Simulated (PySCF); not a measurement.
# Ce(BH4)3: other functionals and bases at one geometry

An exercise on one series of results from a longer session: the logs are not shown, and one member is left open.

The runs use PySCF 2.14.0; several levels, as the steps say, no spin–orbit coupling.

6 further runs of the same task are left out: 2 for a known fault of the program, 4 that didn't finish.

**Where the work starts**

16 atoms, charge 0, spin multiplicity 1.

Bond lengths: Ce1–B2 2.572 Å, Ce1–H4 2.371 Å, Ce1–H5 2.371 Å, Ce1–H6 2.400 Å, Ce1–B7 2.572 Å, Ce1–H9 2.371 Å, Ce1–H10 2.371 Å, Ce1–H11 2.400 Å, Ce1–B12 2.572 Å, Ce1–H14 2.371 Å, Ce1–H15 2.371 Å, Ce1–H16 2.400 Å, B2–H3 1.206 Å, B2–H4 1.259 Å, B2–H5 1.259 Å, B2–H6 1.250 Å, B7–H8 1.206 Å, B7–H9 1.259 Å and more. Angles: B2–Ce1–H4 29.2°, B2–Ce1–H5 29.2°, B2–Ce1–H6 28.9°, B2–Ce1–B7 120.0°, B2–Ce1–H9 102.9°, B2–Ce1–H10 102.9°, B2–Ce1–H11 148.9°, B2–Ce1–B12 120.0°, B2–Ce1–H14 130.6°, B2–Ce1–H15 130.6°, B2–Ce1–H16 91.1°, H4–Ce1–H5 49.6°, H4–Ce1–H6 49.8°, H4–Ce1–B7 130.6°, H4–Ce1–H9 103.6°, H4–Ce1–H10 126.0°, H4–Ce1–H11 151.1°, H4–Ce1–B12 102.9° and more.

Geometry (Å):

```xyz
16
charge 0, multiplicity 1
Ce    0.00000    0.00000    0.00000
B     2.57239    0.01144    0.00000
H     3.77820   -0.00802    0.00000
H     2.07283   -0.57655    0.99524
H     2.07283   -0.57655   -0.99524
H     2.09652    1.16720    0.00000
B    -1.29610    2.22204    0.00000
H    -1.88215    3.27603    0.00000
H    -0.53711    2.08340    0.99524
H    -0.53711    2.08340   -0.99524
H    -2.05909    1.23204    0.00000
B    -1.27629   -2.23347    0.00000
H    -1.89605   -3.26800    0.00000
H    -1.53572   -1.50685    0.99524
H    -1.53572   -1.50685   -0.99524
H    -0.03743   -2.39924    0.00000
```

Formal oxidation states: Ce +3. Each metal's 1 4f electrons lie in its core potential, so multiplicities, spins and levels count the valence alone. An earlier session relaxed this geometry at PBE0, Ce lcecp-1-SVP with ECP47, B def2-SVP, H def2-SVP (singlet, point group C3h).

At PBE0 on the finer grid: E = -113.854297 Eh, HOMO -9.38 eV, LUMO -2.88 eV, Mulliken charge on Ce1 +0.89 e, largest force component 0.007 eV/Å. 

Levels to run: M06-L; BLYP; TPSSh; revPBE; PBE0, TZVP. Hardware: 4 threads of Arm Neoverse V1, shared host.

The first run:

File run.py (the lines that set the calculation):

```python
mol = gto.M(atom='''
Ce     0.00000     0.00000     0.00000
B      2.57239     0.01144     0.00000
H      3.77820    -0.00802     0.00000
H      2.07283    -0.57655     0.99524
H      2.07283    -0.57655    -0.99524
H      2.09652     1.16720     0.00000
B     -1.29610     2.22204     0.00000
H     -1.88215     3.27603     0.00000
H     -0.53711     2.08340     0.99524
H     -0.53711     2.08340    -0.99524
H     -2.05909     1.23204     0.00000
B     -1.27629    -2.23347     0.00000
H     -1.89605    -3.26800     0.00000
H     -1.53572    -1.50685     0.99524
H     -1.53572    -1.50685    -0.99524
H     -0.03743    -2.39924     0.00000''',
    basis={'Ce': 'lcecp-1-SVP', 'B': 'def2-SVP', 'H': 'def2-SVP'},
    ecp={'Ce': 'lcecp-1-SVP'},
    charge=0, spin=0)
mf = dft.RKS(mol, xc='M06L')
mf.grids.atom_grid = (75, 302)  # f atoms: unpruned, at least (60, 302)
mf = mf.density_fit()  # fitting sets: Ce AutoAux, B def2-universal-JKFIT, H def2-universal-JKFIT
mf.conv_tol = 1e-08; mf.max_cycle = 55
mf.kernel(dm0)  # dm0: the density of the relaxed state
```

Started as:

```console
$ OMP_NUM_THREADS=4 python run.py
```

Steps of the session up to this table: M06-L; BLYP; TPSSh; revPBE; PBE0, TZVP.

One of the session's tables, all rows but one given; the rest of the session is left out.

| level | HOMO (eV) | gap (eV) | charge on Ce1 (e) | largest force component (eV/Å) |
| --- | --- | --- | --- | --- |
| PBE0 (relaxed here) | -9.38 | 6.50 | 0.89 | 0.01 |
| M06-L | -8.16 | 5.29 | 1.27 | 0.20 |
| BLYP | ? | ? | ? | ? |
| TPSSh | -8.76 | 5.65 | 0.93 | 0.22 |
| revPBE | -7.94 | 4.48 | 0.62 | 0.21 |
| PBE0, TZVP | -9.40 | 6.57 | 1.29 | 0.31 |

**Question.** Estimate the row for BLYP.

**Answer.** HOMO (eV): -7.84; gap (eV): 4.28; charge on Ce1 (e): 0.46; largest force component (eV/Å): 0.29. In the column «HOMO (eV)» it is the highest.

In one basis the HOMO–LUMO gap runs from 4.28 eV (BLYP) to 6.50 eV (PBE0). The largest leftover force, 0.31 eV/Å with PBE0, TZVP, stands at a geometry relaxed at another level. With 4f in the core, its levels are missing from HOMO and gap, and its count is fixed, so no charge can pass from the ligands into it. Total energies of different levels can't be compared.
